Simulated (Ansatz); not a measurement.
# ClH₃S₃Zr: ionisation energy by level of theory

The task here is to estimate one member of a computed series from the others.

Computed with Ansatz 0.2.0, Gaussian basis. Level: unrestricted cation, the program's frozen cores in correlated methods.

Plan: UKS PBE-D4/def2-TZVPP; UKS r2SCAN-D4/def2-TZVPP; UKS PBE0-D4/def2-TZVPP; UKS B3LYP-D4/def2-TZVPP; UKS wB97X-V/def2-TZVPP; UKS wB97M-V/def2-TZVPP; UKS B2PLYP/def2-TZVPP; UHF-CCSD(T)/def2-TZVPP; UHF-MP2/def2-QZVPP; extrapolation to the limit; then −ε(HOMO) from the neutral's earlier runs with LDA (SPW92), PBE-D4, revPBE-D4, BLYP-D4, r2SCAN-D4, B97M-V, PBE0-D4, B3LYP-D4, r2SCANh-D4, r2SCAN0-D4, HSE06-D4, BHLYP-D4, CAM-B3LYP-D4, LC-ωPBE, ωB97X-V, ωB97M-V.

**Structure used throughout**

The geometry comes from an earlier relaxation with PBE0-D4 in a triple-zeta def2 set; it is a stationary point, not always the lowest conformer. Zr takes the def2 core potential; no spin-orbit term is included.

SMILES `[SH][Zr]([SH])([SH])[Cl]`, 8 atoms, charge 0, spin multiplicity 1.

Atoms are counted from 1 here; the program's logs count them from 0.

Bond lengths: S1–Zr2 2.419 Å, S1–H6 1.350 Å, Zr2–S3 2.426 Å, Zr2–S4 2.417 Å, Zr2–Cl5 2.330 Å, S3–H7 1.349 Å, S4–H8 1.349 Å. Angles: Zr2–S1–H6 90.0°, S1–Zr2–S3 108.1°, S1–Zr2–S4 104.7°, S1–Zr2–Cl5 111.7°, S3–Zr2–S4 109.2°, S3–Zr2–Cl5 110.7°, S4–Zr2–Cl5 112.1°, Zr2–S3–H7 89.5°, Zr2–S4–H8 89.8°.

Set-up of the first run:

Input file in.yaml:

```yaml
crystal:
  periodic: [false, false, false]
  atoms:
    - {symbol: S, position_ang: [0.131551, 1.328917, 1.747383]}
    - {symbol: Zr, position_ang: [-0.429182, -0.350141, 0.099382]}
    - {symbol: S, position_ang: [0.120957, 0.532972, -2.091925]}
    - {symbol: S, position_ang: [1.030051, -2.211680, 0.596511]}
    - {symbol: Cl, position_ang: [-2.678971, -0.946904, 0.207289]}
    - {symbol: H, position_ang: [-0.943763, 2.055409, 1.373764]}
    - {symbol: H, position_ang: [0.934220, 1.438066, -1.510505]}
    - {symbol: H, position_ang: [1.835138, -1.846660, -0.421899]}
basis:
  gaussian: {orbitals: def2-TZVPP}
total_charge: 1
magnetization: {spin_polarized: true, initial_magnetization: 1}
hamiltonian: {xc: pbe, dispersion: d4}
```

Launch:

```console
> ansatz run in.yaml --threads 2 --pin off --events-out ev --progress --plain --max-ram 32768MiB --backend cpu
```

Steps of the session up to this table: Cation, UKS PBE-D4/def2-TZVPP; Cation, UKS r2SCAN-D4/def2-TZVPP; Cation, UKS PBE0-D4/def2-TZVPP; Cation, UKS B3LYP-D4/def2-TZVPP; Cation, UKS wB97X-V/def2-TZVPP; Cation, UKS wB97M-V/def2-TZVPP; Cation, UKS B2PLYP (frozen core)/def2-TZVPP; Cation, UHF-CCSD(T)/def2-TZVPP; Cation, UHF-MP2/def2-QZVPP.

One of the session's tables, all rows but one given; the rest of the session is left out.

Orbital estimates, from the neutral's runs:

| functional | −ε(HOMO) (eV) |
| --- | --- |
| LDA (SPW92) | 6.96 |
| PBE-D4 | 6.81 |
| revPBE-D4 | 6.76 |
| BLYP-D4 | 6.62 |
| r2SCAN-D4 | 7.11 |
| B97M-V | 7.17 |
| PBE0-D4 | 7.99 |
| B3LYP-D4 | 7.73 |
| r2SCANh-D4 | 7.54 |
| r2SCAN0-D4 | 8.19 |
| HSE06-D4 | 7.60 |
| BHLYP-D4 | 9.01 |
| CAM-B3LYP-D4 | ? |
| LC-ωPBE | 10.68 |
| ωB97X-V | 10.31 |
| ωB97M-V | 10.12 |

Estimate the missing values for CAM-B3LYP-D4.

As computed: −ε(HOMO) (eV): 9.26. In the column «−ε(HOMO) (eV)» it lies between BHLYP-D4 (9.01) and ωB97M-V (10.12).
